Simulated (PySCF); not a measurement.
# C2H9GeNSi: the cost of one run

Computed with PySCF 2.14.0, with density-fitted response routines of our own, on a single molecule in the gas phase. Atoms are numbered from 0 throughout.

## (1) Starting geometry

14 atoms, charge 0, multiplicity 1; geometry from: GFN2-xTB.

Bonds of the start (Å): C0–C1 1.32, C1–Si2 1.89, Si2–N3 1.74, N3–Ge4 1.81, C0–H5 1.08, C0–H6 1.08, C1–H7 1.08, Si2–H8 1.47, Si2–H9 1.47, N3–H10 1.01, Ge4–H11 1.50, Ge4–H12 1.51, Ge4–H13 1.49.

## (2) J couplings: B3LYP/pcSseg-1+pcJ-1

What the job is given:

```
{"job": {"kind": "j", "xc": "B3LYP", "basis": "pcJ-1"}, "charge": 0, "multiplicity": 1}
C     -1.751432    -0.667439     0.788880
C     -1.708360     0.653421     0.721191
Si    -0.431302     1.639412    -0.260258
N      0.740077     0.637144    -1.059543
Ge     2.084086    -0.285628    -0.270760
H     -2.493420    -1.207026     1.358651
H     -1.028566    -1.278267     0.266349
H     -2.457569     1.220527     1.261662
H     -1.097418     2.382511    -1.337112
H      0.318710     2.507415     0.651775
H      0.428989     0.254852    -1.938911
H      2.910705    -0.870771    -1.375251
H      1.606518    -1.391403     0.631699
H      2.878305     0.684802     0.539462
```

With the program's defaults for keys left out, this is: B3LYP/pcJ-1 Ge:pcSseg-1 indirect spin-spin coupling, non-relativistic, gas phase.

Started as:

```sh
> OMP_NUM_THREADS=1 python probes_run.py task.json out
```

This one command runs all jobs of the session in turn.

Q: Estimate the wall time and peak memory of this job on 1 thread of AMD EPYC 9R45, shared host.

About 42 s, with a peak of 1 GiB.
